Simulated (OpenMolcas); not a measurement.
# Au⁶⁺ among point charges: CASSCF and CASPT2 levels and susceptibility

How does a field of 6 point charges split the states of Au⁶⁺, and what χT follows?

The numbers are computed with OpenMolcas 26.06 (state-averaged CASSCF and CASPT2, spin-orbit coupling by RASSI with atomic mean-field integrals), except any that are marked as measured or tabulated.

## (1) The system

| Item | Value |
| --- | --- |
| Species | Au⁶⁺ (gold, Z = 79, 73 electrons) |
| Basis | ANO-RCC-VDZP [7s6p4d2f], 59 functions |
| Scalar Hamiltonian | DKH2, point nucleus |
| Inactive shells | 1s 2s 2p 3s 3p 3d 4s 4p 4d 4f 5s 5p |
| Active space | 5 electrons in 5 orbitals (5d) |
| Some configurations of this space | 5d5 |
| Orbitals | optimised for each spin and parity, averaged over all roots |

The outer shells:

5d5
```
5d [↑ ][↑ ][↑ ][↑ ][↑ ]
```

The ion sits among 6 point charges of -1.5 e arranged as a tetragonal octahedron (D4h), 2.24 Å from the ion, with the axial distance 1.859 Å.

The work runs as a chain of OpenMolcas steps in one folder; each step below is one input file. Labels, J, g values, rates, χT and fits are worked out afterwards by a script from the matrices that RASSI stores. The input lists half of the charges; inversion (Group=XYZ) makes the rest.

## (2) Basis and integrals

The input, a.inp:

```
&GATEWAY
Coord
1

Au 0.0 0.0 0.0
Basis=ANO-RCC-VDZP
Group=XYZ
NoMove
AngMom=0.0 0.0 0.0
AMFI
XField
3 Angstrom 0
2.240000 0.000000 0.000000 -1.500000
0.000000 2.240000 0.000000 -1.500000
0.000000 0.000000 1.859200 -1.500000
&SEWARD
```

On the command line:

```bash
$ OMP_NUM_THREADS=1 MOLCAS_MEM=1689 MOLCAS_PROJECT=a pymolcas a.inp > a.log
```

## (3) Reference wave functions, sextets of even parity, 1 root

The input, a.inp:

```
&RASSCF
FileOrb=start.orb
Symmetry=1
Spin=6
nActEl=5 0 0
Inactive=15 19
Ras2=5 0
CIRoot=1 1 1
SDav=1
CIMx=300
Iter=120 100
PrWF=0.3
OrbListing=Nothing
MaxOrb=0
>>> COPY $Project.JobIph JOB001
```

start.orb holds the contracted functions of the basis, ordered by shell, or the orbitals of the step before.

## (4) CASSCF: quartets of even parity, 24 roots

The input, a.inp:

```
&RASSCF
FileOrb=start.orb
Symmetry=1
Spin=4
nActEl=5 0 0
Inactive=15 19
Ras2=5 0
CIRoot=24 24 1
SDav=24
CIMx=300
Iter=120 100
PrWF=0.3
OrbListing=Nothing
MaxOrb=0
>>> COPY $Project.JobIph JOB002
```

## (5) CASSCF: doublets of even parity, 75 roots

The input, a.inp:

```
&RASSCF
FileOrb=start.orb
Symmetry=1
Spin=2
nActEl=5 0 0
Inactive=15 19
Ras2=5 0
CIRoot=75 75 1
SDav=75
CIMx=300
Iter=120 100
PrWF=0.3
OrbListing=Nothing
MaxOrb=0
>>> COPY $Project.JobIph JOB003
```

## (6) State interaction with spin-orbit coupling

The input, a.inp:

```
&RASSI
NrOfJobIphs=3 1 24 75
1
1 2 3 4 5 6 7 8 9 10 11 12 13 14 15 16 17 18 19 20 21 22 23 24
1 2 3 4 5 6 7 8 9 10 11 12 13 14 15 16 17 18 19 20 21 22 23 24 25 26 27
28 29 30 31 32 33 34 35 36 37 38 39 40 41 42 43 44 45 46 47 48 49 50 51
52 53 54 55 56 57 58 59 60 61 62 63 64 65 66 67 68 69 70 71 72 73 74 75
IphNames
JOB001
JOB002
JOB003
EJob
SpinOrbit
DIPRint=1.0
SOCoupling=1000.0
Subsets=2
Property=9
'ANGMOM' 1 'ANGMOM' 2 'ANGMOM' 3 'MLTPL  1' 1 'MLTPL  1' 2 'MLTPL  1' 3
'AMFI' 1 'AMFI' 2 'AMFI' 3
SOProperty=3
'ANGMOM' 1 'ANGMOM' 2 'ANGMOM' 3
```

## (7) CASPT2: IPEA 0.25, imaginary shift 0.1 (closed shells correlated: 5s 5p)

The input, a.inp:

```
>>> COPY JOB001 $Project.JobIph
&CASPT2
Multistate=1 1
Frozen=14 16
IPEA=0.25
Imaginary=0.1
MaxIter=60
WThr=0.0 0.3 0.05
PrWF=0.5
NoMix
>>> COPY JOB002 $Project.JobIph
&CASPT2
Multistate=24 1 2 3 4 5 6 7 8 9 10 11 12 13 14 15 16 17 18 19 20 21 22
23 24
NoMult
Frozen=14 16
IPEA=0.25
Imaginary=0.1
MaxIter=60
WThr=0.0 0.3 0.05
PrWF=0.5
NoMix
>>> COPY JOB003 $Project.JobIph
&CASPT2
Multistate=75 1 2 3 4 5 6 7 8 9 10 11 12 13 14 15 16 17 18 19 20 21 22
23 24 25 26 27 28 29 30 31 32 33 34 35 36 37 38 39 40 41 42 43 44 45 46
47 48 49 50 51 52 53 54 55 56 57 58 59 60 61 62 63 64 65 66 67 68 69 70
71 72 73 74 75
NoMult
Frozen=14 16
IPEA=0.25
Imaginary=0.1
MaxIter=60
WThr=0.0 0.3 0.05
PrWF=0.5
NoMix
```

(Steps that only read results are left out.)

Before running it: what results should come out? Wanted: spin-free ground state; lowest level; next level.

The runs gave:

| quantity | value |
| --- | --- |
| method | SS-CASPT2, IPEA 0.25, imaginary shift 0.1 (closed shells correlated: 5s 5p) |
| spin-free ground state | 6A1, 1-fold in its orbital part |
| lowest level | 2-fold E3/2, g = 0.88, 0.88, 9.15 |
| next level | 350.4 cm⁻¹ |
| χT at 300 K | 3.55 cm³ K/mol |
| effective moment at 300 K | 5.33 μB |

Cost by method:

```csv
method,time of its own steps,time with the reference
A. CASSCF,21 s,21 s
"B. SS-CASPT2, IPEA 0.25, imaginary shift 0.1, +5s 5p",5.5 s,27 s
```

Times are of one thread on a shared host.

The spin-free ground state (6A1) comes to 100 % from free-ion S terms and keeps the highest spin of the shell. χT at 300 K is 3.55, against 4.39 cm³ K/mol for the spin alone, so spin-orbit coupling lowers it. An active space of the d shell alone favours high spin; real ions in strong fields can be low spin. The field of point charges can differ much from that of real complexes. With metal d orbitals alone active, the gaps between spin states are rough; where two lie within a few thousand cm-1, their order is open. This is an electrostatic model: the charges have no orbitals.
